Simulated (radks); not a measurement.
# Pr⁴⁶⁺ in [Ne] 3s2 3p1: an all-electron calculation

An exercise on one series of results from a longer session: the logs are not shown, and one member is left open.

Method: Dirac Kohn-Sham, PBE, spin-unpolarised, spherical densities, finite nucleus; open shells fill j = l - 1/2 first. Code: radks (a radial shooting solver on a logarithmic mesh, Libxc functionals) version 1.

### What is computed

| Quantity | Value |
| --- | --- |
| element | praseodymium (Z = 59) |
| charge | +46 |
| electrons | 13 |
| configuration | [Ne] 3s2 3p1 |
| nuclear rms radius | 4.8919 fm |

The first run:

The run's settings:

```text
Z 59
configuration [Ne] 3s2 3p1 4s0 3d0 4p0 4f0
relativity Dirac
functional pbe,pbe
spin unpolarised
j_filling energy
nucleus finite rms 4.8919 fm
c 137.035999084
```

One table of the session follows, with a row left open; its other results are not shown here.

It belongs to the step «Orbitals and density». Sizes of the orbitals, from the radial functions (bohr):

```
level      <r>  outermost maximum (interpolated)  90 % within  nodes
1s1/2  0.02408                            0.0154       0.0434      0
2s1/2   0.1010                            0.0867        0.156      1
2p1/2  0.08461                            0.0659        0.139      0
2p3/2  0.09063                            0.0712        0.147      0
3s1/2   0.2440                             0.232        0.355      2
3p1/2   0.2306                             0.218        0.342      1
3p3/2   0.2395                             0.227        0.354      1
3d3/2   0.2067                             0.175        0.314      0
3d5/2   0.2095                             0.178        0.318      0
4s1/2        ?                                 ?            ?      ?
4p1/2   0.4422                             0.448        0.629      2
4p3/2   0.4541                             0.462        0.645      2
4f5/2   0.3741                             0.332        0.543      0
4f7/2   0.3758                             0.333        0.545      0
```

Estimate the missing values for 4s1/2.

The run gave: <r>: 0.4524; outermost maximum (interpolated): 0.459; 90 % within: 0.637; nodes: 3. In the column «<r>» it lies between 4p1/2 (0.4422) and 4p3/2 (0.4541).

Caveats from the session: Spin polarisation and multiplet splitting are left out.
